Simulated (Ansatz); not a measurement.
# SnAs, space group Fm-3m: a relaxation followed by a look at the electronic structure

Run with the Python package of Ansatz (0.2.0).

The script, `snas_pipeline.py`:
```python
# -*- coding: utf-8 -*-
"""From the given cell of SnAs to a relaxed cell, its gap and its density of states."""

import logging
import sys

import ansatz as az
import numpy as np

logging.basicConfig(stream=sys.stdout, format="%(levelname)s %(message)s")
logger = logging.getLogger("calc")
logger.setLevel(logging.INFO)


def count_gap(report):
    # lowest empty less highest filled band, counting bands; zero where they overlap
    return max(report.get("gap_by_band_count_ev") or 0.0, 0.0)


def setup_for(crystal, spacing):
    return (
        crystal.calculation()
        .scf(tolerance=1e-07)
        .functional("r2scan")
        .occupations("fermi_dirac", width=100 * az.meV)
        .kpoints(spacing=spacing)  # the mesh must be finer for metals
    )


def main():
    lattice = az.Lattice.of(
        [0.0, 2.8405, 2.8405],
        [2.8405, 0.0, 2.8405],
        [2.8405, 2.8405, 0.0],
    )
    sites = [
        ("Sn", [0.0, 0.0, 0.0]),
        ("As", [0.5, 0.5, 0.5]),
    ]
    xtal = az.Crystal(lattice=lattice)
    for symbol, position in sites:
        xtal = xtal.atom(symbol, position)

    relaxed = setup_for(xtal, 0.3).relax(cell=True, force_tolerance=0.02, max_steps=40).checkpoint(write="relax.run", compress=False).run(threads=1, backend="cpu")
    cell = np.asarray(relaxed.lattice.cell_ang)
    print("relaxed edges (A):", np.linalg.norm(cell, axis=1).round(4), " volume:", round(abs(np.linalg.det(cell)), 3), "A^3")
    for site in relaxed.lattice.sites:
        print(" ", site.symbol, np.round(site.position_frac, 4) + 0.0)

    final = az.Crystal.from_checkpoint("relax.run")
    res = setup_for(final, 0.22).functional("r2scan").stress().band_table().density_of_states(energy_step=0.05).run(threads=1, backend="cpu")
    summary = res.report
    dos = res.density_of_states()
    logger.info(f"pressure at the relaxed cell {np.trace(summary['stress_gpa']) / 3:.3f} GPa, gap by band count {count_gap(summary):.3f} eV")
    if count_gap(summary) == 0:
        print("states/eV at the Fermi level:", round(float(np.interp(dos.fermi_ev, dos.energies_ev, dos.spin_summed_g_bin_mean_per_ev)), 3))


if __name__ == "__main__":
    main()
```

`python snas_pipeline.py` gives:
```text
DeckWarning: basis.ecutwfc = 500 eV, auto-derived from the records' recommended cutoffs: set by Sn (their level for a meta-GGA)
DeckWarning: relax.cell: scf.convergence.dr2_threshold = 1e-7 eV (the SCF's general default) is looser than the 2e-10 eV advised for a relaxation that steers and ends on the stress (1e-10 eV for each [...]
relaxed edges (A): [4.0675 4.0675 4.0675]  volume: 47.584 A^3
  Sn [0. 0. 0.]
  As [0.5 0.5 0.5]
DeckWarning: crystal.checkpoint: the structure is that of relax.run, a `relax` run, at its step 4: its result, under r2scan at a charge of 0 e; 2 atoms read, 0 with a starting moment [...]
DeckWarning: output.stress: scf.convergence.dr2_threshold = 1e-7 eV (the SCF's general default) is looser than the 2e-10 eV advised for a printed stress (1e-10 eV for each atom of the cell: 2). What [...]
INFO pressure at the relaxed cell 0.023 GPa, gap by band count 0.000 eV
states/eV at the Fermi level: 0.873
```
(Warnings from the package without file and line, shortened.)

The mesh is modest for a metal, so energies can be off by several to tens of meV an atom and pressures by half a GPa or more; differences at equal mesh fare better. Only differences from the Fermi energy are physical; the zero of the scale is a convention. A gap by band count of zero or less means overlapping bands, a metal, and at an odd count of electrons it is no gap at all. Of the deposited cell: the entry's cell lengths or inner coordinates differ somewhat from later room-temperature determinations. The starting cell is as deposited in a crystallographic database; the results hold for this polymorph, which needn't be the stable one. Gaps and levels are Kohn-Sham values on a finite set of k-points, without spin-orbit coupling. Where the second run takes another functional or mesh than the relaxation, its pressure isn't zero; pressure is positive in compression. The computed bands are complete only to about 5.6 eV above the Fermi level; beyond that the density of states is undercounted. Wall time of the script: 16 s on 1 thread of Arm Neoverse V2 (shared host), peak memory 0.55 GiB.

(A comment or docstring line of the script was reworded after the run, the code is as it ran; lines on the test bed's own set-up are left out of the output.)
